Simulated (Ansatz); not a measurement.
# CBGe: the cost of one run

Computed with Ansatz 0.2.0, Gaussian basis. Level: cc-pVTZ, core rule «outside noble gas», up to 16 orbitals frozen.

Plan: UHF; CCSD(T) on ROHF; CCSD(T) on UHF; BCCD(T) on ROHF; CCSDT(Q) on ROHF; CCSDT(Q) on UHF; CASSCF and NEVPT2, 11 electrons in 12 orbitals.

5 further runs of the same task are left out: 5 set aside as unsound or not needed.

**1. The geometry**

The geometry is a PBE0/def2-TZVP stationary point (not a proven minimum) of the parent state, kept for this charge and spin. No spin-orbit coupling is included. The filled d shell of Ge may be among the frozen orbitals whatever the setting's name suggests; the logs give the count.

3 atoms, charge 0, spin multiplicity 6.

Atoms are counted from 1 here; the program's logs count them from 0.

Bond lengths: B1–Ge2 1.965 Å, Ge2–C3 1.915 Å. Angles: B1–Ge2–C3 109.9°.

Coordinates:

```xyz
3
charge 0, multiplicity 6
B     0.00000   -0.94250    1.57828
Ge    0.00000    0.26503    0.02843
C     0.00000   -0.75453   -1.59258
```

**2. UHF**

Input file in.yaml:

```yaml
crystal:
  periodic: [false, false, false]
  atoms:
    - {symbol: B, position_ang: [0.000000, -0.942503, 1.578277]}
    - {symbol: Ge, position_ang: [0.000000, 0.265030, 0.028430]}
    - {symbol: C, position_ang: [0.000000, -0.754527, -1.592575]}
basis:
  gaussian: {orbitals: cc-pVTZ}
magnetization: {spin_polarized: true, initial_magnetization: 5}
hamiltonian: {xc: hf}
output: {orbitals: {seedname: orbitals}}
```

On the command line:

```bash
$ ansatz run in.yaml --threads 1 --pin off --events-out ev --progress --plain --max-ram 4096MiB --backend cpu
```

What time and memory should one allow on 1 thread of AMD EPYC 7R13, shared host?

About 15 s, with a peak of 0.32 GiB.
